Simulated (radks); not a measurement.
**Hf³⁺ in [Xe] 4f14 6s1: an all-electron calculation**

Wanted: eigenvalues, radial structure and energy terms of the hafnium ion Hf3+.

The numbers are computed with radks (a radial shooting solver on a logarithmic mesh, Libxc functionals) version 1 (scalar-relativistic Kohn-Sham, BP86, spin-polarised, spherical densities, finite nucleus; open shells are filled with parallel spins first), except any that are marked as measured or tabulated.

## (1) The atom as given

- element: hafnium (Z = 72)
- charge: +3
- electrons: 69
- configuration: [Xe] 4f14 6s1
- nuclear rms radius: 5.347 fm

The outer shells:

Hf³⁺
```
[Xe] core
4f [↑↓][↑↓][↑↓][↑↓][↑↓][↑↓][↑↓]
6s [↑ ]
```

## (2) Self-consistent calculation

Settings of this run:

```text
Z 72
configuration [Xe] 4f14 6s1
relativity scalar-relativistic
functional b88,p86
spin polarised
nucleus finite rms 5.347 fm
c 137.035999084
```

Command:

```sh
python run_ks.py task.json out
```

This one command runs every case of the session in turn.

**Question.** What will this run give?

As calculated:

| quantity | value |
| --- | --- |
| total energy | -15076.3963 hartree |
| exchange-correlation share of it | 2.05 % |
| −T/E | 1.0953 |
| highest occupied level | 6s up, -28.042 eV |
| most extended occupied level | 6s up, <r> = 2.72 bohr |
| radius at density 0.001 e/bohr³ | 3.80 bohr |
| maxima of the radial density | 4 |

The radial density shows 4 maxima for 6 occupied principal shells; where shells overlap, one shows as a shoulder or not at all. −T/E is 1.095: with relativity the kinetic term as defined here no longer equals −E. This is not the tabulated ground configuration, so its levels and sizes aren't those of the ground state, and no measured value stands beside it.
